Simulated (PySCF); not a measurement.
**BSiN2H5 (SMILES N[SiH]1BN1): a chain of runs**

Wanted: a series of 9 runs (PBE0-D4/def2-TZVP, MP2/def2-TZVPP, RI-MP2/def2-QZVPP, PBE-D4/def2-TZVPP, r2SCAN-D4/def2-TZVPP, B3LYP-D4/def2-TZVPP, PBE0-D4/def2-TZVPP, M06-2X/def2-TZVPP, and more) of BSiN2H5. The job is set up through a Python script.

Program for the calculation: PySCF 2.14.0.

1 further run of the same task is left out (for a faulty analytic Hessian).

## (1) Starting point

BSiN2H5 has 9 atoms, charge 0, and is taken as a singlet. As SMILES, `N[SiH]1BN1`. All atoms were displaced at random from a relaxed shape. The run starts from this shape.

Bond lengths: N1–Si2 1.781 Å, Si2–B3 1.837 Å, Si2–N4 1.667 Å, B3–N4 1.403 Å, N1–H5 0.978 Å, N1–H6 1.023 Å, Si2–H7 1.422 Å, B3–H8 1.223 Å, N4–H9 1.007 Å. Some angles: N1–Si2–B3 127.9°, N1–Si2–N4 122.0°, B3–Si2–N4 46.9°, Si2–B3–N4 60.1°, Si2–N4–B3 73.0°, N1–Si2–H7 99.8°, B3–Si2–H7 131.3°, N4–Si2–H7 118.6°, Si2–N1–H5 124.4°, Si2–N1–H6 120.6°.

## (2) A geometry optimisation at PBE0-D4/def2-TZVP (density fitting with def2-universal-jkfit) (run 1)

Input file start.xyz:

```xyz
9
BH5N2Si
N     -0.611594     1.611009     0.244156
Si     0.297119     0.103160     0.514417
B     -0.222334    -1.614593     0.120164
N      0.667845    -0.941086    -0.730314
H     -0.207470     2.500728     0.211370
H     -1.557495     1.586552    -0.145648
H      1.355693     0.601140     1.322254
H     -0.703909    -2.738859     0.110248
H      1.138611    -1.206375    -1.580590
```

Input file run.py:

```python
from pyscf import gto, dft
from pyscf.geomopt.geometric_solver import kernel as optimise

system = gto.M(
    atom='start.xyz',
    basis='def2-tzvp',
    max_memory=1860,
    verbose=3,
)

myscf = dft.RKS(system, xc='pbe0')
myscf = myscf.density_fit(auxbasis='def2-universal-jkfit')
myscf.grids.level = 4
myscf.conv_tol = 1e-09
myscf.disp = 'd4'
myscf.max_cycle = 100
converged, mol_eq = optimise(myscf, maxsteps=100)
print('converged:', converged)
print(mol_eq.tostring())

myscf.reset(mol_eq)
system = mol_eq
myscf.kernel()
e_final = myscf.e_tot
print('E = %.10f Eh' % e_final)
```

On the command line:

```bash
$ OMP_NUM_THREADS=1 python run.py
```

Log:

```text
maxiter                   100
[... 57 lines left out ...]
> Will converge when all 5 criteria are reached:
[... 28 lines left out ...]
Step    0 : Gradient = 4.155e-02/8.655e-02 (rms/max) Energy = -426.6589537922
[... 52 lines left out ...]
converged SCF energy = -426.670297505431
[... 62 lines left out ...]
converged SCF energy = -426.670365389189
[... 62 lines left out ...]
converged SCF energy = -426.670370231599
[... 53 lines left out ...]
Converged! =D
[... 1 line left out ...]
converged: True
N          -0.63662341        1.57980763        0.23716076
Si          0.26238915        0.16687446        0.54268750
B          -0.22474974       -1.63221804        0.10629933
[... 5 lines of this table left out ...]
H           1.15018403       -1.20317813       -1.58703397
converged SCF energy = -426.670371136834
E = -426.6703711368 Eh
```

Wall time 6.4 min (1 thread of Arm Neoverse V1, shared host); peak memory 1.4 GiB.

Step by step:

| step | energy from the first frame kept (eV) | largest force (eV/Å) |
| --- | --- | --- |
| 0 | 0.0000 | 4.4507 |
| 1 | -0.2724 | 1.3542 |
| 2 | -0.3000 | 0.3821 |
| 3 | -0.3087 | 0.1513 |
| 4 | -0.3101 | 0.0620 |
| 5 | -0.3104 | 0.0260 |
| 6 | -0.3105 | 0.0166 |
| 7 | -0.3106 | 0.0135 |
| 8 | -0.3106 | 0.0130 |
| 9 | -0.3107 | 0.0110 |
| 10 | -0.3107 | 0.0050 |
| 11 | -0.3107 | 0.0048 |

After the run. Bond lengths: N1–Si2 1.702 Å, Si2–B3 1.914 Å, Si2–N4 1.755 Å, B3–N4 1.389 Å, N1–H5 1.006 Å, N1–H6 1.005 Å, Si2–H7 1.482 Å, B3–H8 1.190 Å, N4–H9 1.011 Å. Some angles: N1–Si2–B3 127.2°, N1–Si2–N4 121.9°, B3–Si2–N4 44.2°, Si2–B3–N4 61.8°, Si2–N4–B3 74.0°, N1–Si2–H7 105.5°, B3–Si2–H7 127.1°, N4–Si2–H7 113.3°, Si2–N1–H5 122.5°, Si2–N1–H6 123.1°.

## (3) The energy at MP2/def2-TZVPP (run 3)

Input file calc.py:

```python
from pyscf import gto, mp

mol = gto.Mole()
mol.atom = [
    ('N', (-0.636623, 1.579808, 0.237161)),
    ('Si', (0.262389, 0.166874, 0.542688)),
    ('B', (-0.224750, -1.632218, 0.106299)),
    ('N', (0.662755, -0.970431, -0.732688)),
    ('H', (-0.220374, 2.495218, 0.232338)),
    ('H', (-1.558809, 1.568564, -0.162672)),
    ('H', (1.440114, 0.608765, 1.326320)),
    ('H', (-0.730283, -2.709750, 0.100045)),
    ('H', (1.150184, -1.203178, -1.587034)),
]
mol.basis = 'def2-tzvpp'
mol.verbose = 3
mol.max_memory = 1860
mol.spin = 0
mol.build()

calc0 = mol.RHF()
calc0.conv_tol = 1e-10
calc0.kernel()
if not calc0.converged:
    calc0 = calc0.newton().run(calc0.mo_coeff, calc0.mo_occ)

pt = mp.MP2(calc0, frozen=8).run()
e_final = pt.e_tot
print('Final energy', e_final)
```

On the command line:

```bash
$ OMP_NUM_THREADS=1 python calc.py
```

Log:

```text
converged SCF energy = -425.526751398847
E(RMP2) = -426.164318194023  E_corr = -0.637566795176228
E(SCS-RMP2) = -426.164332553677  E_corr = -0.637581154829526
Final energy -426.16431819402317
```

It took 1.8 min on 1 thread of Arm Neoverse V1, shared host; peak memory 1.6 GiB.

Runs 4 to 6 aren't shown in full; the table further down has their settings and results.

## (4) The energy at B3LYP-D4/def2-TZVPP (run 7)

Input file calc.py:

```python
from pyscf import gto, dft

mol = gto.Mole()
mol.atom = '''
N   -0.636623   1.579808   0.237161
Si   0.262389   0.166874   0.542688
B   -0.224750  -1.632218   0.106299
N    0.662755  -0.970431  -0.732688
H   -0.220374   2.495218   0.232338
H   -1.558809   1.568564  -0.162672
H    1.440114   0.608765   1.326320
H   -0.730283  -2.709750   0.100045
H    1.150184  -1.203178  -1.587034
'''
mol.basis = 'def2-tzvpp'
mol.verbose = 3
mol.max_memory = 1860
mol.spin = 0
mol.build()

mf = dft.RKS(mol)
mf.xc = 'b3lyp'
mf.grids.level = 5
mf.conv_tol = 1e-10
mf.disp = 'd4'
mf.kernel()
if not mf.converged:
    mf = mf.newton().run(mf.mo_coeff, mf.mo_occ)

energy = mf.e_tot
print(f'total energy: {energy:.8f} hartree')
```

On the command line:

```bash
$ OMP_NUM_THREADS=1 python calc.py
```

Log:

```text
converged SCF energy = -426.993431902171
total energy: -426.99343190 hartree
```

Wall time 2.2 min (1 thread of Arm Neoverse V1, shared host); peak memory 0.69 GiB.

Runs 8 to 9 aren't shown in full; the table further down has their settings and results.

## (5) The energy at HF/STO-3G (run 10)

Input file job.py:

```python
# N[SiH]1BN1
from pyscf import gto

system = gto.Mole()
system.atom = '''
N       -0.636623       1.579808       0.237161
Si       0.262389       0.166874       0.542688
B       -0.224750      -1.632218       0.106299
N        0.662755      -0.970431      -0.732688
H       -0.220374       2.495218       0.232338
H       -1.558809       1.568564      -0.162672
H        1.440114       0.608765       1.326320
H       -0.730283      -2.709750       0.100045
H        1.150184      -1.203178      -1.587034
'''
system.max_memory = 1860
system.verbose = 3
system.basis = 'sto-3g'
system.build()

mf = system.RHF()
mf.conv_tol = 1e-10
mf.kernel()
if not mf.converged:
    mf = mf.newton().run(mf.mo_coeff, mf.mo_occ)

energy = mf.e_tot
print(f'total energy: {energy:.8f} hartree')
```

On the command line:

```bash
$ OMP_NUM_THREADS=1 python job.py
```

Log:

```text
converged SCF energy = -420.357179216176
total energy: -420.35717922 hartree
```

Run time: 1.1 s. Hardware: 1 thread of Arm Neoverse V1, shared host; peak memory 0.11 GiB.

## (6) The series

| run | level | task | integral approximation | energy (Eh) | dipole moment (D) of the reference | HOMO energy (eV) | LUMO energy (eV) | wall time |
| --- | --- | --- | --- | --- | --- | --- | --- | --- |
| 1 | PBE0-D4/def2-TZVP (density fitting with def2-universal-jkfit) | optimise | def2-universal-jkfit | -426.670371 | 2.05 | -6.59 | -0.19 | 6.4 min |
| 3 | MP2/def2-TZVPP | energy | none | -426.164318 | 1.85 | -9.31 | 2.91 | 1.8 min |
| 4 | RI-MP2/def2-QZVPP (density fitting with def2-universal-jkfit) | energy | def2-universal-jkfit | -426.224199 | 1.81 | -9.33 | 2.42 | 17 s |
| 5 | PBE-D4/def2-TZVPP | energy | none | -426.633526 | 2.09 | -5.43 | -1.17 | 2.4 min |
| 6 | r2SCAN-D4/def2-TZVPP (density fitting with def2-universal-jkfit) | energy | def2-universal-jkfit | -426.851137 | 2.07 | -5.64 | -0.86 | 2.2 min |
| 7 | B3LYP-D4/def2-TZVPP | energy | none | -426.993432 | 1.98 | -6.40 | -0.42 | 2.2 min |
| 8 | PBE0-D4/def2-TZVPP | energy | none | -426.673268 | 2.02 | -6.59 | -0.20 | 2.1 min |
| 9 | M06-2X/def2-TZVPP (density fitting with def2-universal-jkfit) | energy | def2-universal-jkfit | -426.880049 | 1.90 | -7.68 | 0.63 | 1.9 min |
| 10 | HF/STO-3G | energy | none | -420.357179 | 1.23 | -6.89 | 9.33 | 1.1 s |

## (7) Results

| quantity | value |
| --- | --- |
| run 10, HF/STO-3G: total energy | -420.35718 Eh |
| run 10, HF/STO-3G: dipole moment | 1.23 D |
| run 10, HF/STO-3G: HOMO energy | -6.89 eV |
| run 10, HF/STO-3G: LUMO energy | 9.33 eV |
| run 10, HF/STO-3G: HOMO–LUMO gap | 16.22 eV |

In words: Over runs 5, 6, 7, 8, 9, 10 the dipole moment (its size) runs from 1.23 D (HF/STO-3G) to 2.09 D (PBE-D4/def2-TZVPP). The two ends differ in method and basis. Over runs 5, 6, 7, 8, 9, 10 the HOMO–LUMO gap runs from 4.26 eV (PBE-D4/def2-TZVPP) to 16.22 eV (HF/STO-3G). Totals of different functionals can't be ranked against each other. In run 10 the basis is minimal, so the values are rough. All runs together took 19 min, the longest 6.4 min.
